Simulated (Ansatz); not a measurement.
Runs of Ansatz 0.2.0 on HfB. Symmetry: Fm-3m, No. 225, cubic system. Conventional cell: a = 4.620 Å, b = 4.620 Å, c = 4.620 Å, α = 90.00°, β = 90.00°, γ = 90.00°. Hf (site symmetry m-3m) has 6 B at 2.31 Å as nearest neighbours. Around B (site symmetry m-3m) lie 6 Hf at 2.31 Å. 

```csv
task,potentials or basis,k mesh,cutoff (eV),smearing,basis error allowed,mesh quality,gap on the mesh (eV),pressure (GPa)
phonons,"all-electron LAPW, scalar-relativistic",10 × 10 × 10,302,fermi-dirac 0.05 eV,0.001 eV/atom,not flagged,none,-
single point,"all-electron LAPW, scalar-relativistic",6 × 6 × 6,282,fermi-dirac 0.03 eV,0.001 eV/atom,coarse,none,23.5
elastic constants,"all-electron LAPW, scalar-relativistic",8 × 8 × 8,302,fermi-dirac 0.05 eV,0.001 eV/atom,coarse,none,(a)
density of states,all-electron PAW datasets made for the crystal,10 × 10 × 10,400,fermi-dirac 0.05 eV,-,not flagged,none,23.3
```

Alike in all rows: level PBEsol; no spin polarisation; cell as given.

Fill in the values left out.

(a) 23.6.

Caveats: some runs use coarse meshes; so large a pressure means that the cell lies far from this level's equilibrium, or that cutoff or potentials fall short (some runs); a metal's response needs a denser mesh (some runs); the k mesh is thin for a metal, which can move the energy by tens of meV per atom (some runs); the cell is more than 3 GPa from zero pressure, which shifts response properties (some runs); elastic constants of metals need much finer meshes, so these are rough (some runs); the program warned that the printed levels may be off, so bands, gaps and densities of states are rough (some runs).

A k mesh can miss the band edges, and the runs leave out spin-orbit coupling on Hf.

A gap of «none» marks a metal or a gap under the smearing width.

The runs don't all hold the same shells in valence.
